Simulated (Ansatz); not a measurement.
Here is an Ansatz 0.2.0 calculation.

input.yaml

```yaml
crystal:
  lattice:
    - [4.1981056157, 0.0, 0.0]
    - [-2.0990528078, 3.6356661109, 0.0]
    - [0.0, 0.0, 3.306847]
  atoms:
    - { symbol: Sn, position: [0.3333333333, 0.6666666667, 0.5] }
    - { symbol: Al, position: [0.0, 0.0, 0.0] }
hamiltonian:
  xc: pbe
  pseudopotentials: { kind: paw }
  dispersion: d4
kpoints:
  mp_grid: { grid: [7, 7, 8] }
scf:
  occupations: { method: fermi_dirac, width: 0.05 }
output:
  forces: true
  stress: true
  eigenvalues: true
relax:
  f_tol: 0.01
  max_steps: 40
  cell: { stress_tol: 0.05 }
```

Potentials or basis: Ansatz PAW.

Launch:

```bash
$ ansatz run input.yaml --threads 2 --pin off --max-ram 5632MiB --backend cpu --events-out ev --progress --plain --runs-dir out
```

Predict the relaxed volume.

24.31 Å³/atom.

What does it give for the relaxed cell?

a = 4.133 Å, b = 4.133 Å, c = 3.286 Å, α = 90.00°, β = 90.00°, γ = 120.00°.

Estimate the space group after relaxing (to 0.05 Å).

P-6m2 (No. 187).

Predict the band gap on the k mesh.

none (metal or under the smearing width).

Final structure:
```
Sn Al
1.0
     4.13343    0.00000    0.00000
    -2.06672    3.57966    0.00000
     0.00000    0.00000    3.28596
Sn Al
1 1
Cartesian
  0.0000 2.3864 1.6430
  0.0000 0.0000 0.0000
```

Caveat: pairwise dispersion overbinds metals, which lowers pressure and volume.
